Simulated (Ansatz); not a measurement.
# AsBFH2 radical (SMILES F[B][AsH2]): functionals against CCSD(T) at one geometry

Aim: energy, forces and dipole at a structure displaced at random from a GFN2-xTB minimum, from CCSD(T) and from density functionals.

Program: Ansatz 0.2.0, Gaussian basis. Level of theory: single points in def2-TZVPP. These are calculated values, not measurements.

Correlated methods freeze the cores. Filled d shells of the heavier atoms are correlated. Orbitals are unrestricted.

**1. The starting structure**

5 atoms, charge 0, spin multiplicity 2.

Atoms are counted from 1 here; the program's logs count them from 0.

Bond lengths: F1–B2 1.286 Å, B2–As3 2.142 Å, As3–H4 1.704 Å, As3–H5 1.659 Å. Angles: F1–B2–As3 125.1°, B2–As3–H4 77.7°, B2–As3–H5 94.6°, H4–As3–H5 88.7°.

Geometry (Å):

| atom | x (Å) | y (Å) | z (Å) |
| --- | --- | --- | --- |
| F1 | 0.0316 | -1.5023 | 1.6845 |
| B2 | 0.5201 | -0.6280 | 0.8780 |
| As3 | -0.6244 | 0.8235 | -0.2037 |
| H4 | -0.5569 | -0.4778 | -1.3016 |
| H5 | 0.6897 | 1.4871 | -0.9692 |

**2. CCSD(T)/def2-TZVPP**

Contents of run/in.yaml:

```yaml
crystal:
  periodic: [false, false, false]
  atoms:
    - {symbol: F, position_ang: [0.031600, -1.502300, 1.684500]}
    - {symbol: B, position_ang: [0.520100, -0.628000, 0.878000]}
    - {symbol: As, position_ang: [-0.624400, 0.823500, -0.203700]}
    - {symbol: H, position_ang: [-0.556900, -0.477800, -1.301600]}
    - {symbol: H, position_ang: [0.689700, 1.487100, -0.969200]}
basis:
  gaussian: {orbitals: def2-TZVPP}
magnetization: {spin_polarized: true, initial_magnetization: 1}
correlation: {method: ccsd_t}
scf: {omitted_lower_state_checks: [cluster_reference]}
output: {forces: true}
```

No record of the launch command was kept for these runs.

**3. PBE0-D4/def2-TZVPP**

Edit run/in.yaml of step 2 so:

```diff
@@ -11,4 +11,3 @@
 magnetization: {spin_polarized: true, initial_magnetization: 1}
-correlation: {method: ccsd_t}
-scf: {omitted_lower_state_checks: [cluster_reference]}
-output: {forces: true}
+hamiltonian: {xc: pbe0, dispersion: d4}
+output: {forces: true, orbitals: {seedname: orbitals}}
```

**4. wB97M-V/def2-TZVPP**

Edit run/in.yaml of step 3 so:

```diff
@@ -11,3 +11,3 @@
 magnetization: {spin_polarized: true, initial_magnetization: 1}
-hamiltonian: {xc: pbe0, dispersion: d4}
-output: {forces: true, orbitals: {seedname: orbitals}}
+hamiltonian: {xc: {name: wB97M-V}}
+output: {forces: true}
```

**5. r2SCAN-D4/def2-TZVPP**

Edit run/in.yaml of step 4 so:

```diff
@@ -11,3 +11,3 @@
 magnetization: {spin_polarized: true, initial_magnetization: 1}
-hamiltonian: {xc: {name: wB97M-V}}
+hamiltonian: {xc: r2scan, dispersion: d4}
 output: {forces: true}
```

**6. PBE-D4/def2-TZVPP**

Edit run/in.yaml of step 5 so:

```diff
@@ -11,3 +11,3 @@
 magnetization: {spin_polarized: true, initial_magnetization: 1}
-hamiltonian: {xc: r2scan, dispersion: d4}
+hamiltonian: {xc: pbe, dispersion: d4}
 output: {forces: true}
```

**7. r2SCAN0-D4/def2-TZVPP**

Edit run/in.yaml of step 6 so:

```diff
@@ -11,3 +11,3 @@
 magnetization: {spin_polarized: true, initial_magnetization: 1}
-hamiltonian: {xc: pbe, dispersion: d4}
+hamiltonian: {xc: {name: r2SCAN0}, dispersion: d4}
 output: {forces: true}
```

**8. revPBE-D4/def2-TZVPP**

Edit run/in.yaml of step 7 so:

```diff
@@ -11,3 +11,3 @@
 magnetization: {spin_polarized: true, initial_magnetization: 1}
-hamiltonian: {xc: {name: r2SCAN0}, dispersion: d4}
+hamiltonian: {xc: {name: revPBE}, dispersion: d4}
 output: {forces: true}
```

(Steps that only read results are left out.)

**Question.** What will these runs give? Wanted: energy less free atoms, CCSD(T)/def2-TZVPP; RMS force component; RMS force error; HOMO and LUMO, PBE0-D4; T1 diagnostic.

**Answer**, as computed:

| quantity | value |
| --- | --- |
| energy less free atoms, CCSD(T)/def2-TZVPP | -325.9 kcal/mol |
| RMS force component | 1.009 to 1.137 eV/Å over the methods |
| RMS force error | PBE0-D4 0.100, wB97M-V 0.079, r2SCAN-D4 0.036, PBE-D4 0.190, r2SCAN0-D4 0.174, revPBE-D4 0.259 eV/Å |
| HOMO and LUMO, PBE0-D4 | -5.54 and -1.70 eV |
| T1 diagnostic | 0.016 |

**Reading.** Against CCSD(T) the functionals' energies less atoms differ by -27.3 to -9.1 kcal/mol, PBE-D4 by -27.3 kcal/mol. CCSD(T) in triple zeta still lacks some correlation energy of the bonds, so part of these gaps is its own basis error and they don't rank the functionals. On forces the order runs from r2SCAN-D4 to revPBE-D4. Frozen-core CCSD(T) forces in triple zeta carry basis errors of their own, and this is one geometry, so small gaps rank nothing.
